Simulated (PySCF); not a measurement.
# H8MnN4 (Mn(NH2)4): the cost of one run

Computed with PySCF 2.14.0 and routines of our own; the level stands in each step. Atoms count from 0.

### 1 The starting structure

13 atoms, charge 0, states of the metal's open shell are computed; geometry from: model start, shaken.

### 2 Relaxing the molecule at PBE0-D3(BJ)/def2-TZVP

What the job is given:

```
{"job": {"xc": "PBE0", "basis": "def2-TZVP", "d3": "d3bj", "grid": 1, "maxiter": 45, "kind": "geom"}, "charge": 0, "metal": "Mn", "open_shell": "d3"}
Mn     0.000020     0.004480    -0.004110
N      1.008550     1.015090     1.007040
H      0.789390     1.968250     1.360940
H      1.938840     0.795840     1.373670
N     -1.020330    -1.035870     1.021470
H     -0.778060    -1.968310     1.361460
H     -1.976670    -0.807840     1.340690
N     -1.025440     1.002900    -1.017840
H     -1.945800     0.785690    -1.406070
H     -0.796570     1.947420    -1.366620
N      0.998960    -1.029080    -1.036590
H      1.936020    -0.772580    -1.380430
H      0.788000    -1.934880    -1.377070
```

Started as:

```console
$ OMP_NUM_THREADS=1 python lf_run.py task.json out
```

One launch serves the whole session: the jobs run in the order shown.

Q: Estimate the wall time and peak memory of this first job on 1 thread of Intel Xeon Platinum 8259CL at 2.50GHz, shared host.

About 12 min, with a peak of 1 GiB.
